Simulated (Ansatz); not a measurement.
# TiI₄: up Jacob's ladder to CCSD(T)

One table from this session's results is given with a row withheld; the runs are named, their logs left out.

Program: Ansatz 0.2.0, Gaussian basis. Level of theory: functionals in def2-TZVPP, the program's frozen cores in correlated methods. These are calculated values, not measurements.

Plan: LDA (SPW92), PBE-D4, revPBE-D4, BLYP-D4, r2SCAN-D4, B97M-V, PBE0-D4, B3LYP-D4, r2SCANh-D4, r2SCAN0-D4, HSE06-D4, BHLYP-D4, CAM-B3LYP-D4, LC-ωPBE, ωB97X-V, ωB97M-V, B2PLYP, PBE-QIDH; CCSD(T)/def2-SVP; CCSD(T)/def2-TZVPP; MP2/def2-QZVPP; extrapolation to the limit; RPA on PBE.

2 further runs of the same task are left out: 2 that didn't finish. Runs told in other sessions of the task aren't counted.

### The geometry

An earlier PBE0-D4 in a triple-zeta def2 set relaxation fixed the geometry. I takes the def2 core potential; no spin-orbit term is included.

5 atoms, charge 0, spin multiplicity 1.

Atoms are counted from 1 here; the program's logs count them from 0.

Bond lengths: I1–Ti2 2.527 Å, Ti2–I3 2.527 Å, Ti2–I4 2.527 Å, Ti2–I5 2.527 Å. Angles: I1–Ti2–I3 109.5°, I1–Ti2–I4 109.5°, I1–Ti2–I5 109.5°, I3–Ti2–I4 109.5°, I3–Ti2–I5 109.5°, I4–Ti2–I5 109.5°.

Set-up of the first run:

Input file in.yaml:

```yaml
crystal:
  periodic: [false, false, false]
  atoms:
    - {symbol: I, position_ang: [-1.158637, -0.016524, 2.231728]}
    - {symbol: Ti, position_ang: [0.009984, -0.014740, -0.008280]}
    - {symbol: I, position_ang: [2.164590, -1.322786, 0.164926]}
    - {symbol: I, position_ang: [-1.487183, -1.083531, -1.740184]}
    - {symbol: I, position_ang: [0.521145, 2.363882, -0.689591]}
basis:
  gaussian: {orbitals: def2-TZVPP}
hamiltonian: {xc: lda}
output: {orbitals: {seedname: orbitals}}
```

On the command line:

```bash
ansatz run in.yaml --threads 2 --pin off --events-out ev --progress --plain --max-ram 32768MiB --backend cpu
```

Steps of the session up to this table: LDA; PBE-D4 (GGA); revPBE-D4 (GGA); BLYP-D4 (GGA); r2SCAN-D4 (meta-GGA); B97M-V (meta-GGA); B3LYP-D4 (hybrid); r2SCANh-D4 (hybrid); r2SCAN0-D4 (hybrid); HSE06-D4 (hybrid); BHLYP-D4 (hybrid); CAM-B3LYP-D4 (range-separated); LC-ωPBE (range-separated); ωB97X-V (range-separated); ωB97M-V (range-separated); B2PLYP (double hybrid); PBE-QIDH (double hybrid).

One of the session's tables, all rows but one given; the rest of the session is left out.

It belongs to the step «Orbital energies across the functionals». 

```
  functional  HOMO (eV)  LUMO (eV)  gap (eV)
 LDA (SPW92)      -6.87      -4.55      2.32
      PBE-D4      -6.70      -4.33      2.37
   revPBE-D4      -6.64      -4.26      2.38
     BLYP-D4      -6.50      -4.17      2.33
   r2SCAN-D4      -7.01      -4.37      2.64
      B97M-V      -6.93      -4.26      2.67
     PBE0-D4      -7.75      -3.62      4.13
    B3LYP-D4      -7.50      -3.78      3.73
  r2SCANh-D4      -7.39      -4.08      3.31
  r2SCAN0-D4      -7.96      -3.62      4.34
    HSE06-D4      -7.38      -3.99      3.39
    BHLYP-D4      -8.63      -2.64      5.99
CAM-B3LYP-D4      -8.90      -2.65      6.24
     LC-ωPBE     -10.18      -1.79      8.39
     ωB97X-V          ?          ?         ?
     ωB97M-V      -9.74      -1.72      8.02
```

Estimate the missing values for ωB97X-V.

**Answer.** HOMO (eV): -9.86; LUMO (eV): -1.75; gap (eV): 8.11. In the column «HOMO (eV)» it lies between LC-ωPBE (-10.18) and ωB97M-V (-9.74).
